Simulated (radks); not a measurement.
# Br⁺ in [Ar] 3d10 4s2 4p4: an all-electron calculation

An exercise on one series of results from a longer session: the logs are not shown, and one member is left open.

The numbers are computed with radks (a radial shooting solver on a logarithmic mesh, Libxc functionals) version 1 (non-relativistic Kohn-Sham, PBE, spin-polarised, spherical densities, point nucleus; open shells are filled with parallel spins first), except any that are marked as measured or tabulated.

### Starting point

* element: bromine (Z = 35)
* charge: +1
* electrons: 34
* configuration: [Ar] 3d10 4s2 4p4

The outer shells:

Br⁺
```
[Ar] core
3d [↑↓][↑↓][↑↓][↑↓][↑↓]
4s [↑↓]
4p [↑↓][↑ ][↑ ]
```

The first run:

Settings of this run:

```text
Z 35
configuration [Ar] 3d10 4s2 4p4 5s0 4d0 5p0 4f0
relativity non-relativistic
functional pbe,pbe
spin polarised
nucleus point
```

Run with:

```
python run_ks.py task.json out
```

All runs below come from this command, one after another.

One of the session's tables, all rows but one given; the rest of the session is left out.

It belongs to the step «Orbitals and density». Sizes of the orbitals, from the radial functions (bohr):

| level | <r> | outermost maximum (interpolated) | 90 % within | nodes |
| --- | --- | --- | --- | --- |
| 1s up | 0.04369 | 0.0289 | 0.0777 | 0 |
| 1s down | 0.04369 | 0.0289 | 0.0777 | 0 |
| 2s up | 0.1937 | 0.163 | 0.299 | 1 |
| 2s down | 0.1937 | 0.163 | 0.299 | 1 |
| 2p up | 0.1672 | 0.129 | 0.272 | 0 |
| 2p down | 0.1672 | 0.129 | 0.272 | 0 |
| 3s up | 0.5625 | 0.494 | 0.837 | 2 |
| 3s down | 0.5624 | 0.494 | 0.836 | 2 |
| 3p up | 0.5688 | 0.485 | 0.868 | 1 |
| 3p down | 0.5686 | 0.485 | 0.867 | 1 |
| 3d up | 0.5884 | 0.430 | 0.969 | 0 |
| 3d down | 0.5867 | 0.430 | 0.965 | 0 |
| 4s up | 1.662 | 1.44 | 2.45 | 3 |
| 4s down | 1.663 | 1.43 | 2.47 | 3 |
| 4p up | ? | ? | ? | ? |
| 4p down | 1.985 | 1.63 | 3.02 | 2 |

**Question.** Estimate the row for 4p up.

**Answer.** <r>: 1.956; outermost maximum (interpolated): 1.63; 90 % within: 2.95; nodes: 2. In the column «<r>» it lies between 4s down (1.663) and 4p down (1.985).

To keep in mind: Open shells are spherical and high-spin; term and fine-structure splittings are not resolved.
